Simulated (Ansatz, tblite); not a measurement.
# Ga13P13 zinc blende bond sphere (Ga13P13H30): a ladder of methods and basis sets

How do method and basis change the picture of Ga13P13 zinc blende bond sphere (Ga13P13H30) (singlet)?

Computed with Ansatz 0.2.0, Gaussian basis. Level: as each input shows.

Plan: GFN1-xTB, GFN2-xTB, PBE-D4/def2-TZVP, r2SCAN-D4/def2-TZVP, PBE-D4/def2-SVP, PBE0-D4/def2-SVP.

1 further run of the same task is left out (set aside as unsound or not needed).

### 1 The geometry

The geometry is that of the singlet, from an earlier relaxation (PBE-D4/def2-SVP).

56 atoms, charge 0, spin multiplicity 1.

Bond lengths: Ga1–P14 2.393 Å, Ga1–P15 2.393 Å, Ga1–P17 2.383 Å, Ga1–H27 1.576 Å, Ga2–P14 2.357 Å, Ga2–P16 2.411 Å, Ga2–P18 2.392 Å, Ga2–H28 1.574 Å, Ga3–P14 2.433 Å, Ga3–P19 2.433 Å, Ga3–H29 1.579 Å, Ga3–H30 1.582 Å, Ga4–P17 2.384 Å, Ga4–P19 2.393 Å, Ga4–P20 2.393 Å, Ga4–H31 1.576 Å, Ga5–P18 2.392 Å, Ga5–P19 2.357 Å and more. Angles: P14–Ga1–P15 110.8°, P14–Ga1–P17 104.9°, P14–Ga1–H27 111.4°, P15–Ga1–P17 104.9°, P15–Ga1–H27 111.4°, P17–Ga1–H27 113.1°, P14–Ga2–P16 105.3°, P14–Ga2–P18 102.1°, P14–Ga2–H28 119.5°, P16–Ga2–P18 103.3°, P16–Ga2–H28 111.3°, P18–Ga2–H28 113.7°, P14–Ga3–P19 96.6°, P14–Ga3–H29 108.3°, P14–Ga3–H30 107.7°, P19–Ga3–H29 108.3°, P19–Ga3–H30 107.7°, H29–Ga3–H30 124.6° and more.

PBE0-D4/def2-TZVP was run before; its log isn't repeated, and its numbers join the tables.

### 2 GFN1-xTB

Tight binding, by tblite at 300 K electronic temperature and without a spin-polarisation term:

```python
tblite.interface.Calculator('GFN1-xTB', numbers, positions, charge=0, uhf=0).singlepoint()
```

Energy -1858.1558 eV, HOMO -10.37 eV, LUMO -6.30 eV; 0.69 s.

### 3 GFN2-xTB

Tight binding, by tblite at 300 K electronic temperature and without a spin-polarisation term:

```python
tblite.interface.Calculator('GFN2-xTB', numbers, positions, charge=0, uhf=0).singlepoint()
```

Energy -1740.3064 eV, HOMO -11.23 eV, LUMO -7.69 eV; 0.57 s.

### 4 PBE-D4/def2-TZVP

start.molden holds the orbitals of an earlier run on this state, given as this run's starting guess.

The input, in.yaml:

```yaml
crystal:
  periodic: [false, false, false]
  atoms:
    - {symbol: Ga, position_ang: [-2.102519, -2.100851, -0.631110]}
    - {symbol: Ga, position_ang: [-2.189068, 0.794812, -3.476927]}
    - {symbol: Ga, position_ang: [-4.990299, 0.732907, -0.727955]}
    - {symbol: Ga, position_ang: [-2.099704, 0.633488, 2.102851]}
    - {symbol: Ga, position_ang: [-2.186271, 3.478705, -0.793752]}
    - {symbol: Ga, position_ang: [0.792035, -2.187988, -3.478228]}
    - {symbol: Ga, position_ang: [0.726541, -4.991061, -0.728457]}
    - {symbol: Ga, position_ang: [0.633553, -2.101576, 2.101102]}
    - {symbol: Ga, position_ang: [3.477024, -2.188338, -0.796777]}
    - {symbol: Ga, position_ang: [0.636761, 0.636723, -0.637627]}
    - {symbol: Ga, position_ang: [0.797408, 3.478120, 2.186272]}
    - {symbol: Ga, position_ang: [3.479684, 0.793922, 2.184834]}
    - {symbol: Ga, position_ang: [0.734099, 0.730349, 4.989834]}
    - {symbol: P, position_ang: [-3.373658, -0.586257, -1.978903]}
    - {symbol: P, position_ang: [-0.589387, -3.372377, -1.980255]}
    - {symbol: P, position_ang: [-0.681518, -0.679106, -4.647213]}
    - {symbol: P, position_ang: [-0.707629, -0.707579, 0.708304]}
    - {symbol: P, position_ang: [-0.743558, 2.005582, -2.005647]}
    - {symbol: P, position_ang: [-3.370836, 1.982356, 0.589166]}
    - {symbol: P, position_ang: [-0.583971, 1.981573, 3.372433]}
    - {symbol: P, position_ang: [-0.675724, 4.648098, 0.677779]}
    - {symbol: P, position_ang: [2.004200, -0.743848, -2.006834]}
    - {symbol: P, position_ang: [1.980578, -3.372912, 0.585994]}
    - {symbol: P, position_ang: [1.983262, -0.587539, 3.370845]}
    - {symbol: P, position_ang: [4.648027, -0.679093, 0.674890]}
    - {symbol: P, position_ang: [2.006692, 2.005007, 0.741397]}
    - {symbol: H, position_ang: [-3.039803, -3.037793, 0.221404]}
    - {symbol: H, position_ang: [-2.984215, 1.712060, -4.479280]}
    - {symbol: H, position_ang: [-5.776010, -0.235128, 0.241132]}
    - {symbol: H, position_ang: [-5.672115, 1.742985, -1.737475]}
    - {symbol: H, position_ang: [-3.037066, -0.217597, 3.041040]}
    - {symbol: H, position_ang: [-2.981514, 4.481462, -1.710474]}
    - {symbol: H, position_ang: [1.708443, -2.983391, -4.481159]}
    - {symbol: H, position_ang: [-0.243266, -5.771647, 0.242985]}
    - {symbol: H, position_ang: [1.733645, -5.677809, -1.737458]}
    - {symbol: H, position_ang: [-0.217606, -3.038835, 3.039341]}
    - {symbol: H, position_ang: [4.478805, -2.983448, -1.714686]}
    - {symbol: H, position_ang: [1.715601, 4.480405, 2.980430]}
    - {symbol: H, position_ang: [4.482886, 1.711132, 2.978954]}
    - {symbol: H, position_ang: [-0.234800, -0.238284, 5.774988]}
    - {symbol: H, position_ang: [1.744318, 1.739455, 5.671997]}
    - {symbol: H, position_ang: [-4.157128, -1.414193, -2.848350]}
    - {symbol: H, position_ang: [-1.418505, -4.154525, -2.849766]}
    - {symbol: H, position_ang: [-1.460083, -1.456758, -5.562073]}
    - {symbol: H, position_ang: [0.064389, 0.066686, -5.615628]}
    - {symbol: H, position_ang: [0.110106, 2.818856, -2.820186]}
    - {symbol: H, position_ang: [-4.152370, 2.852933, 1.417747]}
    - {symbol: H, position_ang: [-1.411416, 2.851914, 4.155419]}
    - {symbol: H, position_ang: [-1.451826, 5.565502, 1.454902]}
    - {symbol: H, position_ang: [0.071468, 5.614086, -0.069864]}
    - {symbol: H, position_ang: [2.817758, 0.109620, -2.821317]}
    - {symbol: H, position_ang: [2.850887, -4.155338, 1.414024]}
    - {symbol: H, position_ang: [2.853853, -1.415965, 4.152528]}
    - {symbol: H, position_ang: [5.565729, -1.455816, 1.451045]}
    - {symbol: H, position_ang: [5.613728, 0.067966, -0.073251]}
    - {symbol: H, position_ang: [2.820394, 2.818380, -0.112976]}
basis:
  gaussian: {orbitals: def2-TZVP, fitting: {mean_field: def2-universal-jkfit}, initial_orbitals: start.molden}
hamiltonian: {xc: pbe, dispersion: d4}
scf: {omitted_lower_state_checks: [starts]}
output: {forces: true, orbitals: {seedname: orbitals}}
```

On the command line:

```sh
> ansatz run in.yaml --threads 11 --pin off --events-out ev --progress --plain --max-ram 174080MiB --backend cuda --devices 0, --max-vram 75GiB
```

Further steps of the session: r2SCAN-D4/def2-TZVP; PBE-D4/def2-SVP; PBE0-D4/def2-SVP.

Before running them: what should the planned runs give, taken together? Wanted: gap in def2-TZVP, named functionals, smallest and largest; binding an atom, functionals in def2-TZVP; PBE0 total energy, smallest basis above largest.

**Answer**, as computed:

```
                                                 quantity                                  value
gap in def2-TZVP, named functionals, smallest and largest    3.78 eV (PBE-D4), 5.48 eV (PBE0-D4)
                binding an atom, functionals in def2-TZVP  2.85 (PBE0-D4) to 2.86 eV (r2SCAN-D4)
          PBE0 total energy, smallest basis above largest        127.61 eV (def2-SVP, def2-TZVP)
```

**Reading.** Orbital gaps of the named functionals in def2-TZVP span 3.78 eV (PBE-D4) to 5.48 eV (PBE0-D4); exact exchange widens it.
